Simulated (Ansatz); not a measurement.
# NbCrC3: the cost of one run

Computed with Ansatz 0.2.0 (DFT PBE, scalar-relativistic, plane waves, PAW, unless a step's input says otherwise).

## (1) The system as given

Symmetry: P6/mmm, No. 191, hexagonal system. Conventional cell: a = 3.578 Å, b = 3.578 Å, c = 6.784 Å, α = 90.00°, β = 90.00°, γ = 120.00°. Nb (site symmetry 6/mmm) is surrounded by 6 C at 1.79 Å. Around Cr (site symmetry 6/mmm) lie 2 Nb at 3.39 Å and 6 Cr at 3.58 Å and 12 C at 3.83 Å. Around C (site symmetry mmm) lie 4 C at 1.79 Å and 2 Nb at 1.79 Å.

Structure file:

```cif
data_structure
_symmetry_space_group_name_H-M 'P 1'
_symmetry_Int_Tables_number 1
_cell_length_a 3.5778
_cell_length_b 3.5778
_cell_length_c 6.7844
_cell_angle_alpha 90.000
_cell_angle_beta 90.000
_cell_angle_gamma 120.000
_cell_volume 75.21
loop_
_atom_site_label
_atom_site_type_symbol
_atom_site_fract_x
_atom_site_fract_y
_atom_site_fract_z
_atom_site_occupancy
Nb1 Nb 0.00000 0.00000 0.50000 1
Cr1 Cr 0.00000 0.00000 0.00000 1
C1 C 0.50000 0.00000 0.50000 1
C2 C 0.00000 0.50000 0.50000 1
C3 C 0.50000 0.50000 0.50000 1
```

A structure generator made this guess: random cell by space group and Wyckoff sites (P6/mmm, No. 191). Lengths come from tabulated atomic sizes and are only a guess.

## (2) A first look at the guess

File input.yaml:

```yaml
crystal:
  lattice:
    - [3.57783856, 0.0, 0.0]
    - [-1.78891928, 3.09849908, 0.0]
    - [0.0, 0.0, 6.78438601]
  atoms:
    - { symbol: Nb, position: [0.0, 0.0, 0.5] }
    - { symbol: Cr, position: [0.0, 0.0, 0.0], spin: 3.0 }
    - { symbol: C, position: [0.5, 0.0, 0.5] }
    - { symbol: C, position: [0.0, 0.5, 0.5] }
    - { symbol: C, position: [0.5, 0.5, 0.5] }
basis:
  ecutwfc: 420
kpoints:
  mp_grid: { grid: [6, 6, 4] }
hamiltonian:
  xc: pbe
scf:
  occupations: { method: gaussian, width: 0.1 }
  lower_state_search: "off"
output:
  forces: true
  stress: true
  eigenvalues: true
  populations: true
magnetization:
  spin_polarized: true
```

Command:

```sh
ansatz run input.yaml --threads 1 --pin off --max-ram 2560MiB --backend cpu --events-out ev --progress --plain --runs-dir out
```

What time and memory should one allow on 1 thread of AMD EPYC 9R45 (Zen 5), shared host?

About 2.3 s, with a peak of 0.45 GiB.
